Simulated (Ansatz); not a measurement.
# F3H3SZr: the cost of one run

Program: Ansatz 0.2.0. Level of theory: RKS PBE-D4/def2-SVP. These are calculated values, not measurements.

**1. The starting structure**

Bond lengths: Zr1–S2 3.095 Å, Zr1–F3 1.842 Å, Zr1–F4 1.842 Å, Zr1–F5 1.854 Å, S2–H8 1.343 Å. Angles: Zr1–S2–H8 87.9°, S2–Zr1–F3 85.5°, S2–Zr1–F4 100.1°, S2–Zr1–F5 132.0°, F3–Zr1–F4 119.3°, F3–Zr1–F5 104.9°, F4–Zr1–F5 113.6°.

Coordinates:

```xyz
8

Zr   -0.7964   -0.2359   -0.7279
S     0.8351   -0.3984    1.8966
F    -0.1077   -1.9055   -1.0906
F    -2.4986   -0.0926   -0.0400
F    -0.5425    0.7325   -2.2888
H     0.7592    1.0949    0.8944
H     0.5059    1.7205    0.1788
H     1.8448   -0.9155    1.1775
```

**2. A restrained relaxation towards end A**

Springs on the bonds that form and break draw the guess towards this end; the thresholds are loose.

input.yaml

```yaml
crystal:
  periodic: [false, false, false]
  atoms:
    - { symbol: Zr, position_ang: [-0.7964, -0.2359, -0.7279] }
    - { symbol: S, position_ang: [0.8351, -0.3984, 1.8966] }
    - { symbol: F, position_ang: [-0.1077, -1.9055, -1.0906] }
    - { symbol: F, position_ang: [-2.4986, -0.0926, -0.04] }
    - { symbol: F, position_ang: [-0.5425, 0.7325, -2.2888] }
    - { symbol: H, position_ang: [0.7592, 1.0949, 0.8944] }
    - { symbol: H, position_ang: [0.5059, 1.7205, 0.1788] }
    - { symbol: H, position_ang: [1.8448, -0.9155, 1.1775] }
basis:
  gaussian: { orbitals: def2-SVP }
hamiltonian:
  xc: pbe
  dispersion: d4
relax:
  f_tol: 0.15
  max_steps: 25
  restrain:
    - { distance: [0, 6], at: 3.36, k: 30.0 }
    - { distance: [5, 1], at: 2.66, k: 30.0 }
    - { distance: [0, 1], at: 2.8, k: 30.0 }
    - { distance: [5, 6], at: 0.62, k: 30.0 }
output:
  orbitals: {}
```

Run with:

```bash
ansatz run input.yaml --threads 2 --pin off --max-ram 3072MiB --backend cpu --events-out ev --progress --plain --runs-dir out
```

Q: Estimate wall time and peak memory on 2 threads of Arm Neoverse V1, shared host.

About 37 s, with a peak of 0.16 GiB.
